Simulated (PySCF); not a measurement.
**KF−: bond curves at several levels of theory**

An exercise on one series of results from a longer session: the logs are not shown, and one member is left open.

Method: K def2-SVPD, F def2-SVPD, no relativity; program: PySCF 2.14.0.

2 further runs of the same task are left out: 2 set aside as unsound or not needed.

Set-up of the first run:

The job is set up so:

```json
{
  "atoms": "K, F",
  "charge": "-1",
  "basis": "K def2-SVPD, F def2-SVPD",
  "Hamiltonian": "no relativity",
  "basis functions": "50",
  "electrons treated": "29",
  "masses in u": "38.9637, 18.9984",
  "levels": "PBE0, PBE, r²SCAN, BP86, B97-3, M06-2X, CAM-B3LYP, HF, MP2, SCS-MP2, CCSD, CCSD(T)",
  "grid": "80 radial by 434 angular points",
  "occupations": "held fixed by the projection of orbital angular momentum",
  "dissociation limit": "K + F−, each in its ground configuration",
  "starting distance in angstrom": "2.660",
  "values of 2S to try": "1, 3"
}
```

On the command line:

```
$ OMP_NUM_THREADS=1 python dia.py task.json out
```

Steps of the session up to this table: The job; First curve: PBE0; PBE (GGA); r²SCAN (meta-GGA); BP86; B97-3; M06-2X (hybrid meta-GGA); CAM-B3LYP (range-separated hybrid); UHF (mean field); Correlated methods on the Hartree–Fock reference.

One of the session's tables, all rows but one given; the rest of the session is left out.

Energy (eV) from each level's lowest point:

| R (Å) | UHF | UHF-MP2 | UHF-SCS-MP2 | UHF-CCSD | UHF-CCSD(T) |
| --- | --- | --- | --- | --- | --- |
| 1.989 | 0.566 | 0.582 | 0.588 | n/a | n/a |
| 2.082 | 0.253 | 0.267 | 0.271 | 0.254 | 0.259 |
| 2.174 | ? | ? | ? | ? | ? |
| 2.244 | 0.021 | 0.027 | 0.027 | 0.022 | 0.024 |
| 2.313 | 0.000 | 0.000 | 0.000 | 0.000 | 0.000 |
| 2.382 | 0.008 | 0.003 | 0.002 | 0.007 | 0.005 |
| 2.475 | 0.052 | 0.039 | 0.038 | 0.048 | 0.044 |
| 2.591 | 0.139 | 0.118 | 0.117 | 0.133 | 0.127 |
| 2.729 | 0.270 | 0.239 | 0.238 | 0.261 | 0.252 |
| 2.914 | 0.459 | 0.418 | 0.417 | n/a | n/a |

Estimate the missing values for R (Å) = 2.174.

Worked estimate for «UHF». A straight line through the neighbours (2.082, 0.253) and (2.244, 0.021) gives 0.253 + (0.021 − 0.253) × (2.174 − 2.082) / (2.244 − 2.082) = 0.121; a parabola fitted to 4 rows on both sides gives 0.077.

**Answer.** UHF: 0.083; UHF-MP2: 0.093; UHF-SCS-MP2: 0.094; UHF-CCSD: 0.085; UHF-CCSD(T): 0.088. In «UHF» the line misses by +0.038 and the parabola by -0.006.
